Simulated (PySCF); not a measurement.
# C6H13N: the cost of one run

Computed with PySCF 2.14.0 and routines of our own; the level stands in each step. Atoms count from 0.

## Step 1: The system as given

20 atoms, charge 0, multiplicity 1; geometry from: GFN2-xTB.

## Step 2: Circular dichroism and optical rotation: TDDFT B3LYP/def2-SVPD

What the job is given:

```
{"job": {"kind": "ecd", "xc": "B3LYP", "basis": "def2-SVPD", "nstates": 16}, "charge": 0, "multiplicity": 1}
C     -2.963285    -0.034105    -0.201894
C     -1.675499    -0.535454    -0.849417
C     -0.488994     0.297238    -0.425134
C      0.193756     0.024900     0.883011
C      0.893746    -0.284158    -0.410084
C      2.086717     0.549248    -0.838727
N      3.339494     0.185937    -0.193883
H     -2.881895    -0.077021     0.881847
H     -3.810710    -0.642323    -0.509773
H     -3.156638     0.997209    -0.488915
H     -1.509711    -1.577673    -0.568048
H     -1.775212    -0.495534    -1.937579
H     -0.566724     1.338532    -0.717189
H      0.541745     0.866320     1.464418
H     -0.161865    -0.799899     1.482903
H      0.983226    -1.333526    -0.672336
H      2.234380     0.454961    -1.919266
H      1.897508     1.602531    -0.613377
H      3.236591     0.249575     0.814219
H      3.578222    -0.776081    -0.412899
```

Method: TDDFT B3LYP/def2-SVPD circular dichroism and optical rotation, one conformer, gas phase.

The run is started by

```bash
$ OMP_NUM_THREADS=1 python excited_run.py task.json out
```

The driver reads the jobs from task.json and runs them one after another.

**Question.** How long does this job take on 1 thread of Intel Xeon Platinum 8488C, shared host, and how much memory does it need?

About 76 s, with a peak of 1 GiB.
